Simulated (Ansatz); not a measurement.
# HfI4: ionisation energy by level of theory

The task here is to estimate one member of a computed series from the others.

Computed with Ansatz 0.2.0, Gaussian basis. Level: unrestricted cation, the program's frozen cores in correlated methods.

The runs, in order: UKS PBE-D4/def2-TZVPP; UKS r2SCAN-D4/def2-TZVPP; UKS PBE0-D4/def2-TZVPP; UKS B3LYP-D4/def2-TZVPP; UKS B2PLYP/def2-TZVPP; UHF-CCSD(T)/def2-TZVPP; UHF-MP2/def2-QZVPP; extrapolation to the limit; then −ε(HOMO) from the neutral's earlier runs with LDA (SPW92), PBE-D4, revPBE-D4, BLYP-D4, r2SCAN-D4, B97M-V, PBE0-D4, B3LYP-D4, r2SCANh-D4, r2SCAN0-D4, HSE06-D4, BHLYP-D4, CAM-B3LYP-D4, LC-ωPBE, ωB97X-V, ωB97M-V.

2 further runs of the same task are left out: 2 that didn't finish.

## The geometry

The geometry comes from an earlier relaxation with PBE0-D4 in a triple-zeta def2 set; it is a stationary point. I, Hf take the def2 core potential; no spin-orbit term is included.

SMILES `[I][Hf]([I])([I])[I]`, 5 atoms, charge 0, spin multiplicity 1.

Atoms are counted from 1 here; the program's logs count them from 0.

Bond lengths: I1–Hf2 2.676 Å, Hf2–I3 2.676 Å, Hf2–I4 2.676 Å, Hf2–I5 2.676 Å. Angles: I1–Hf2–I3 109.5°, I1–Hf2–I4 109.5°, I1–Hf2–I5 109.5°, I3–Hf2–I4 109.5°, I3–Hf2–I5 109.5°, I4–Hf2–I5 109.5°.

The first run:

in.yaml reads:

```yaml
crystal:
  periodic: [false, false, false]
  atoms:
    - {symbol: I, position_ang: [-1.496633, -0.595692, 2.125759]}
    - {symbol: Hf, position_ang: [0.009983, -0.014721, -0.008302]}
    - {symbol: I, position_ang: [2.328255, -1.342405, 0.148216]}
    - {symbol: I, position_ang: [-1.283275, -0.737762, -2.236828]}
    - {symbol: I, position_ang: [0.491569, 2.616979, -0.070344]}
basis:
  gaussian: {orbitals: def2-TZVPP}
total_charge: 1
magnetization: {spin_polarized: true, initial_magnetization: 1}
hamiltonian: {xc: pbe, dispersion: d4}
```

The run is started by

```bash
$ ansatz run in.yaml --threads 2 --pin off --events-out ev --progress --plain --max-ram 22528MiB --backend cpu
```

Among the steps run: Cation, UKS PBE-D4/def2-TZVPP; Cation, UKS r2SCAN-D4/def2-TZVPP; Cation, UKS PBE0-D4/def2-TZVPP; Cation, UKS B3LYP-D4/def2-TZVPP; Cation, UKS B2PLYP (frozen core)/def2-TZVPP; Cation, UHF-CCSD(T)/def2-TZVPP; Cation, UHF-MP2/def2-QZVPP.

One table of the session follows, with a row left open; its other results are not shown here.

For comparison, −ε(HOMO) of the neutral from earlier runs:

| functional | −ε(HOMO) (eV) |
| --- | --- |
| LDA (SPW92) | 6.99 |
| PBE-D4 | 6.82 |
| revPBE-D4 | 6.76 |
| BLYP-D4 | 6.62 |
| r2SCAN-D4 | 7.14 |
| B97M-V | 7.07 |
| PBE0-D4 | 7.90 |
| B3LYP-D4 | ? |
| r2SCANh-D4 | 7.53 |
| r2SCAN0-D4 | 8.12 |
| HSE06-D4 | 7.52 |
| BHLYP-D4 | 8.80 |
| CAM-B3LYP-D4 | 9.07 |
| LC-ωPBE | 10.38 |
| ωB97X-V | 10.05 |
| ωB97M-V | 9.92 |

Estimate the missing values for B3LYP-D4.

Worked estimate for «−ε(HOMO) (eV)». Against the share of exact exchange, BLYP-D4 (0, 6.62), BHLYP-D4 (0.5, 8.80) give a slope of 4.36 per unit share; at 0.2 the line stands at 7.49.

As computed: −ε(HOMO) (eV): 7.64. In «−ε(HOMO) (eV)» the line misses by -0.15.

Limits of these values: In point group Td the highest level is often degenerate; the cation then breaks the symmetry, and the runs may pick different components.
